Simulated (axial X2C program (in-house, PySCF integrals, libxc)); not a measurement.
# YAs⁺: EOM-IP-CCSD levels

Aim: EOM-IP-CCSD levels of YAs⁺, with spin–orbit coupling in the Hamiltonian from the start.

Computed with an in-house X2C program for linear molecules on PySCF integrals. Level: two-component X2C with atomic mean-field terms, Y dyall-cv3z, As dyall-cv3z.

All values are calculated.

### Step 1. Set-up

task.json

```json
{"zs": [39, 33], "q": 1, "bas": ["dyall-cv3z", "dyall-cv3z"], "r0": 2.84, "eom": "ip", "rq": 0, "thr": -2.0, "nmax": 95, "grid": [1, 0.96, 1.045, 0.92, 1.09, 1.15]}
```

Keys: zs atomic numbers; q charge; bas basis sets; r0 starting distance in Å; eom kind of EOM run; thr threshold in hartree for freezing inner shells (an s shell follows its p shell); nmax most natural virtual spinors; grid distances as factors.

Command:

```
$ python soeom.py task.json out
```

The runs that follow: EOM-IP-CCSD at 2.529 Å.

What does the calculation give? Wanted: next root led by one particle; T1 of the reference.

As calculated:

| quantity | value |
| --- | --- |
| lowest root at 2.529 Å | Ω = 3/2, 6.655 eV |
| next root led by one particle | Ω = 1/2, about 470 cm⁻¹ higher |
| T1 of the reference | 0.084 |

In words: Removing an electron from the reference determinant of YAs costs 6.65 eV and empties a spinor of 59% As pπ, 24% Y dπ, 8% Y pπ. Errors of 0.1 to 0.3 eV are usual at this size, and roots led by higher excitations are left out, so the list is incomplete, and low states of that kind can be missing. T1 or the largest double amplitude of the reference is raised, which lowers the reliability.
